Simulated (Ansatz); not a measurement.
**SiH2Br− (SMILES [SiH2-]Br): levels of theory compared**

We compute a comparison of 6 runs (BLYP/STO-3G, wB97M-V/STO-3G, RPA@PBE/STO-3G, MP2/STO-3G, CCSD/STO-3G, FCI/STO-3G) of SiH2Br−. 

The results are computed with Ansatz 0.2.0.

4 further runs of the same task are left out: 2 that didn't finish, 2 set aside as unsound or not needed.

## 1. Starting point

SiH2Br−: 4 atoms, total charge -1, spin state singlet. SMILES: `[SiH2-]Br`. The H3–Si1 distance was set to 2.993 Å, away from the relaxed value. At this shape a bond of the SMILES string is far longer than usual.

Bond lengths: Si1–Br2 2.425 Å, Si1–H4 1.496 Å. Angles: Br2–Si1–H4 94.3°.

## 2. The energy at BLYP/STO-3G (run 1)

input.yaml

```yaml
crystal:
  periodic: [false, false, false]
  atoms:
    - symbol: Si
      position_ang: [0.826012, -0.156024, -1.700244]
    - symbol: Br
      position_ang: [2.705682, -0.084374, -0.169764]
    - symbol: H
      position_ang: [-1.209900, -0.529990, 0.461390]
    - symbol: H
      position_ang: [0.732122, 1.331346, -1.833894]
basis:
  gaussian: {orbitals: STO-3G}
total_charge: -1
hamiltonian: {xc: {name: BLYP}}
accuracy: high
```

Launch:

```sh
$ ansatz run input.yaml --threads 1 --pin off --max-ram 2610MiB --events-out events.jsonl --progress --plain --runs-dir runs
```

Output:

```text
Warning: RAYON_NUM_THREADS=1 ignored (pool sized by the plan → 1); use --threads N
Functional definition: BLYP
  name "BLYP"
  parameter beta = 0.0042
  parameter a = 0.04918
  parameter b = 0.132
  parameter c = 0.2533
  parameter d = 0.349
  exchange = b88_x(beta = beta)
  correlation = lyp_c(a = a, b = b, c = c, d = d)
409 factors; integrals over basis functions are off by at most 1.2e-8 eV
mean field evaluation 1: about -77082.5063 eV, gradient 1.8e1 eV
mean field evaluation 2: about -77062.7397 eV, gradient 3.6e1 eV
mean field evaluation 4: about -77086.5121 eV, gradient 1.0e1 eV
mean field evaluation 8: about -77087.0503 eV, gradient 7.5e0 eV
mean field evaluation 16: about -77087.4658 eV, gradient 5.6e-9 eV
mean field -77087.46576248 eV, -2832.9121150102 hartree, gradient 8.1e-8 eV, S^2 0.000000; 0 other end points of the search recorded, 0 dependent functions left out
reference -77087.46580292 eV, -2832.9121164963 hartree; 26, 26 occupied and 3, 3 virtual orbitals, 409 factors
Total energy: -77087.46580292 eV, -2832.9121164963 hartree
```

Wall time 1.5 s (1 thread of Arm Neoverse V1, shared host); peak memory 0.097 GiB.

## 3. The energy at wB97M-V/STO-3G (run 2)

in.yaml

```yaml
basis:
  gaussian: {orbitals: STO-3G}
crystal:
  periodic: [false, false, false]
  atoms:
    - {symbol: Si, position_ang: [0.826012, -0.156024, -1.700244]}
    - {symbol: Br, position_ang: [2.705682, -0.084374, -0.169764]}
    - {symbol: H, position_ang: [-1.209900, -0.529990, 0.461390]}
    - {symbol: H, position_ang: [0.732122, 1.331346, -1.833894]}
total_charge: -1
magnetization: {spin_polarized: false}
hamiltonian: {xc: {name: wB97M-V}}
accuracy: high
```

Launch:

```sh
$ ansatz run in.yaml --threads 1 --pin off --max-ram 2610MiB --events-out events.jsonl --progress --plain --runs-dir runs
```

Output, cut to the lines that bear on the results:

```text
Warning: RAYON_NUM_THREADS=1 ignored (pool sized by the plan → 1); use --threads N
Functional definition: wB97M-V
  name "wB97M-V"
[...]
  gx(w, u) = 1 - cx + cx01*u + cx10*w
  gss(w, u) = css00 + css04*u^4 + css10*w + css20*w^2 + css43*w^4*u^3
  gos(w, u) = cos00 + cos10*w + (cos20 + cos21*u)*w^2 + (cos60 + cos61*u)*w^6
[...]
      + integral(e_c_pw_mod_opposite_spin*gos(b97_w_opposite, b97_u_opposite)) + vv10(b, c)
409 factors; integrals over basis functions are off by at most 1.2e-8 eV
135 factors; integrals over basis functions are off by at most 1.0e-9 eV
[...]
mean field -77094.15703133 eV, -2833.1580146048 hartree, gradient 1.6e-8 eV, S^2 0.000000; 0 other end points of the search recorded, 0 dependent functions left out
reference -77094.15703387 eV, -2833.1580146983 hartree; 26, 26 occupied and 3, 3 virtual orbitals, 409 factors
Total energy: -77094.15703387 eV, -2833.1580146983 hartree
```

Run time: 19 s. Hardware: 1 thread of Arm Neoverse V1, shared host; peak memory 0.28 GiB.

Run 3 isn't shown in full; the table further down has it.

## 4. The energy at MP2/STO-3G (run 4)

job.yaml

```yaml
basis:
  gaussian:
    orbitals: STO-3G
crystal:
  periodic: [false, false, false]
  atoms:
    - {symbol: Si, position_ang: [0.826012, -0.156024, -1.700244]}
    - {symbol: Br, position_ang: [2.705682, -0.084374, -0.169764]}
    - {symbol: H, position_ang: [-1.209900, -0.529990, 0.461390]}
    - {symbol: H, position_ang: [0.732122, 1.331346, -1.833894]}
total_charge: -1
correlation:
  method: mp2
  frozen_orbitals: {Br: 9, H: 0, Si: 5}
accuracy: high
```

Launch:

```sh
$ ansatz run job.yaml --threads 1 --pin off --max-ram 2610MiB --events-out events.jsonl --progress --plain --runs-dir runs
```

Output, cut to the lines that bear on the results:

```text
Warning: RAYON_NUM_THREADS=1 ignored (pool sized by the plan → 1); use --threads N
Functional definition: HF
  name "HF"
[...]
409 factors; integrals over basis functions are off by at most 1.2e-8 eV
[...]
mean field -77037.63757728 eV, -2831.0809629790 hartree, gradient 2.7e-8 eV, S^2 0.000000; 0 other end points of the search recorded, 0 dependent functions left out; unrestricted orbitals would lower it
[...]
unrestricted determinant -77039.64779073 eV, -2831.1548369604 hartree, S^2 0.9325
14 core orbitals not correlated: weight in the atoms' cores, before any rotation towards them, 1.000 or more for the frozen orbitals, at most 0.000 for the correlated occupied ones
reference -77037.63757728 eV, -2831.0809629790 hartree; 12, 12 occupied and 3, 3 virtual orbitals, 409 factors
second order -1.90522649 eV of doubles, -0.00000000 eV of singles
WARN: the method's energy lies above the unrestricted determinant's, so it is not that of the lowest state
Total energy: -77039.54280377 eV, -2831.1509787609 hartree
```

Run time: 0.34 s. Hardware: 1 thread of Arm Neoverse V1, shared host.

Run 5 isn't shown in full; the table further down has it.

## 5. A single-point energy at FCI/STO-3G (run 6)

molecule.yaml

```yaml
crystal:
  periodic: [false, false, false]
  atoms:
    - symbol: Si
      position_ang: [0.826012, -0.156024, -1.700244]
    - symbol: Br
      position_ang: [2.705682, -0.084374, -0.169764]
    - symbol: H
      position_ang: [-1.209900, -0.529990, 0.461390]
    - symbol: H
      position_ang: [0.732122, 1.331346, -1.833894]
basis:
  gaussian:
    orbitals: STO-3G
correlation:
  method: fci
  frozen_orbitals: {Br: 9, H: 0, Si: 5}
accuracy: high
total_charge: -1
```

Launch:

```sh
$ ansatz run molecule.yaml --threads 1 --pin off --max-ram 2610MiB --events-out events.jsonl --progress --plain --runs-dir runs
```

Output, cut to the lines that bear on the results:

```text
Warning: RAYON_NUM_THREADS=1 ignored (pool sized by the plan → 1); use --threads N
[... 2 set-up lines as earlier in the session ...]
[...]
409 factors; integrals over basis functions are off by at most 1.2e-8 eV
[...]
mean field -77037.63757728 eV, -2831.0809629790 hartree, gradient 2.7e-8 eV, S^2 0.000000; 0 other end points of the search recorded, 0 dependent functions left out; unrestricted orbitals would lower it
[...]
unrestricted determinant -77039.64779073 eV, -2831.1548369604 hartree, S^2 0.9325
14 core orbitals not correlated: weight in the atoms' cores, before any rotation towards them, 1.000 or more for the frozen orbitals, at most 0.000 for the correlated occupied ones
reference -77037.63757728 eV, -2831.0809629790 hartree; 12, 12 occupied and 3, 3 virtual orbitals, 409 factors
state -77040.80729532 eV, -2831.1974479681 hartree
Total energy: -77040.80729532 eV, -2831.1974479681 hartree
```

Wall time 0.97 s (1 thread of Arm Neoverse V1, shared host).

## 6. All runs side by side

```tsv
run	level	frozen core orbitals	energy (Eh)	wall time
1	BLYP/STO-3G	–	-2832.912116	1.5 s
2	wB97M-V/STO-3G	–	-2833.158015	19 s
3	RPA@PBE/STO-3G	14	-2831.241163	2.3 s
4	MP2/STO-3G	14	-2831.150979	0.34 s
5	CCSD/STO-3G	14	-2831.195608	0.44 s
6	FCI/STO-3G	14	-2831.197448	0.97 s
```

## 7. Summary of results

| quantity | value |
| --- | --- |
| run 6: total energy | -2831.19745 Eh |
| run 6: correlation energy (14 core orbitals frozen) | -116.5 mEh |

**Reading.** Against full CI in this basis: MP2 +46.5 mEh; CCSD +1.8 mEh. Totals of different functionals can't be ranked against each other. In run 5 the T1 diagnostic is large, so a single reference may not serve. In runs 3, 4, 5 the log says that unrestricted orbitals would lower the reference, so the values rest on an unstable closed-shell determinant (other closed-shell runs at this shape may share the fault). In runs 1, 2, 3, 4, 5, 6 the basis is minimal, so the values are rough. All runs together took 25 s, the longest 19 s.
